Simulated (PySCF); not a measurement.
# A diatomic session: KF+

The task here is to estimate one member of a computed series from the others.

The runs use PySCF 2.14.0; K 3-21G, F 3-21G, no relativity.

The first run:

Settings of the job:

```yaml
atoms: K, F
charge: 1
basis: K 3-21G, F 3-21G
Hamiltonian: no relativity
basis_functions: 26
electrons_treated: 27
masses_in_u: 38.9637, 18.9984
levels: PBE0, PBE, r²SCAN, PBEsol, B97-3, B3LYP, HF, MP2, SCS-MP2, CCSD, CCSD(T)
grid: 80 radial by 434 angular points
occupations: held fixed by the projection of orbital angular momentum
dissociation_limit: K+ + F, each in its ground configuration
starting_distance_in_angstrom: 2.660
values_of_2S_to_try: 1, 3
```

Launch:

```sh
$ OMP_NUM_THREADS=1 python dia.py task.json out
```

Among the steps run: The job; The PBE0 curve of the state that the search chose; Higher solutions at PBE0; PBE; r²SCAN; PBEsol (GGA); B97-3 (global hybrid GGA); B3LYP (global hybrid GGA); UHF (mean field); Correlated methods on the Hartree–Fock reference.

One table of the session follows, with a row left open; its other results are not shown here.

| level | Re (Å) | ωe (cm⁻¹) | De (eV) |
| --- | --- | --- | --- |
| UHF | 2.987 | 99.5 | 0.196 |
| UHF-MP2 | 2.978 | 107.3 | 0.239 |
| UHF-SCS-MP2 | 2.978 | 107.1 | 0.237 |
| UHF-CCSD | ? | ? | ? |
| UHF-CCSD(T) | 2.974 | 108.1 | 0.242 |
| PBE | 2.981 | 115.7 | 0.348 |
| PBEsol | 2.982 | 110.6 | 0.343 |
| r²SCAN | 2.966 | 106.1 | 0.274 |
| B3LYP | 2.954 | 110.8 | 0.314 |
| PBE0 | 2.967 | 109.5 | 0.286 |
| B97-3 | 3.049 | 85.8 | 0.248 |

**Question.** Estimate the row for UHF-CCSD.

**Answer.** Re (Å): 2.975; ωe (cm⁻¹): 107.9; De (eV): 0.241. In the column «Re (Å)» it lies between UHF-CCSD(T) (2.974) and UHF-MP2 (2.978).

De is counted to K+ + F in their ground configurations.

Caveats from the session: The bond is weak, and basis-set superposition, which was not computed, may be a sizeable part of it.
